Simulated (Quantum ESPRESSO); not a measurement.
Wanted: the native input for a Quantum ESPRESSO 7.5 run.

| Property | Result |
| --- | --- |
| Task | real-space fields |
| Functional | PBE |
| Potentials or basis | PseudoDojo 0.4.1 SR PBE standard |
| Cutoff | 1143 eV |
| Density cutoff | 4572 eV |
| k mesh | 1 × 1 × 1 |
| Occupations | fermi-dirac, width 0.05 eV |
| Spin | no spin polarisation |
| Boundary across the vacuum | none |
| Mixing beta | 0.5 |
| Most SCF iterations | 120 |
| SCF threshold | 1.6e-09 Ry |

BNH6, in a box:

```
CELL_PARAMETERS angstrom
12.00000 0.00000 0.00000
0.00000 12.00000 0.00000
0.00000 0.00000 12.00000
ATOMIC_POSITIONS crystal
B 0.49247 0.51723 0.44165
N 0.52563 0.47507 0.56724
H 0.50190 0.43563 0.38285
H 0.39737 0.55047 0.44900
H 0.55878 0.59021 0.41973
H 0.52015 0.53858 0.62282
H 0.60480 0.44539 0.56920
H 0.47392 0.41329 0.59297
```

One way to write it, as run:

pw.in

```
&CONTROL
  calculation = 'scf'
  prefix = 'pwscf'
  outdir = './tmp'
  pseudo_dir = './pseudo'
  tprnfor = .true.
  disk_io = 'low'
/
&SYSTEM
  ibrav = 0
  celldm(1) = 8
  nat = 8
  ntyp = 3
  ecutwfc = 84
  nbnd = 13
  occupations = 'smearing'
  smearing = 'fd'
  degauss = 0.00367493
/
&ELECTRONS
  conv_thr = 1.6d-09
  electron_maxstep = 120
  mixing_beta = 0.5
/
ATOMIC_SPECIES
B     10.8100 B.upf
N     14.0070 N.upf
H      1.0080 H.upf
CELL_PARAMETERS alat
  2.8345891869387   0.0000000000000   0.0000000000000
  0.0000000000000   2.8345891869387   0.0000000000000
  0.0000000000000   0.0000000000000   2.8345891869387
ATOMIC_POSITIONS crystal
B      0.4924750000    0.5172291700    0.4416458300
N      0.5256250000    0.4750708300    0.5672375000
H      0.5019000000    0.4356291700    0.3828458300
H      0.3973666700    0.5504708300    0.4489958300
H      0.5587833300    0.5902125000    0.4197291700
H      0.5201500000    0.5385791700    0.6228208300
H      0.6048000000    0.4453875000    0.5692041700
H      0.4739166700    0.4132875000    0.5929708300
K_POINTS gamma
```

pp_density.in

```
&INPUTPP
  prefix = 'pwscf'
  outdir = './tmp'
  filplot = 'density.dat'
  plot_num = 0
/
&PLOT
  nfile = 1
  filepp(1) = 'density.dat'
  iflag = 3
  output_format = 6
  fileout = 'density.cube'
/
```

pp_potential.in

```
&INPUTPP
  prefix = 'pwscf'
  outdir = './tmp'
  filplot = 'potential.dat'
  plot_num = 11
/
&PLOT
  nfile = 1
  filepp(1) = 'potential.dat'
  iflag = 3
  output_format = 6
  fileout = 'potential.cube'
/
```

pp_elf.in

```
&INPUTPP
  prefix = 'pwscf'
  outdir = './tmp'
  filplot = 'elf.dat'
  plot_num = 8
/
&PLOT
  nfile = 1
  filepp(1) = 'elf.dat'
  iflag = 3
  output_format = 6
  fileout = 'elf.cube'
/
```

pp_potential_ks.in

```
&INPUTPP
  prefix = 'pwscf'
  outdir = './tmp'
  filplot = 'potential_ks.dat'
  plot_num = 1
/
&PLOT
  nfile = 1
  filepp(1) = 'potential_ks.dat'
  iflag = 3
  output_format = 6
  fileout = 'potential_ks.cube'
/
```

Potentials or basis: PseudoDojo 0.4.1 SR PBE standard.

The run is started by

```console
$ OMP_NUM_THREADS=1 pw.x -in pw.in > pw.out
$ OMP_NUM_THREADS=1 pp.x -in pp_density.in > pp_density.out
$ OMP_NUM_THREADS=1 pp.x -in pp_potential.in > pp_potential.out
$ OMP_NUM_THREADS=1 pp.x -in pp_elf.in > pp_elf.out
$ OMP_NUM_THREADS=1 pp.x -in pp_potential_ks.in > pp_potential_ks.out
```

It gave:

* Largest force: 0.229 eV/Å
* Gap between the frontier levels: 5.09 eV
* Dipole moment: 5.37 D

Caveat: this is a molecule in a periodic box, so the gap is that between its Kohn-Sham HOMO and LUMO and the box isn't a crystal.

Wall time 66 s on 1 thread of Intel(R) Xeon(R) CPU @ 2.60GHz (Ice Lake) (shared host), peak memory 0.84 GiB.
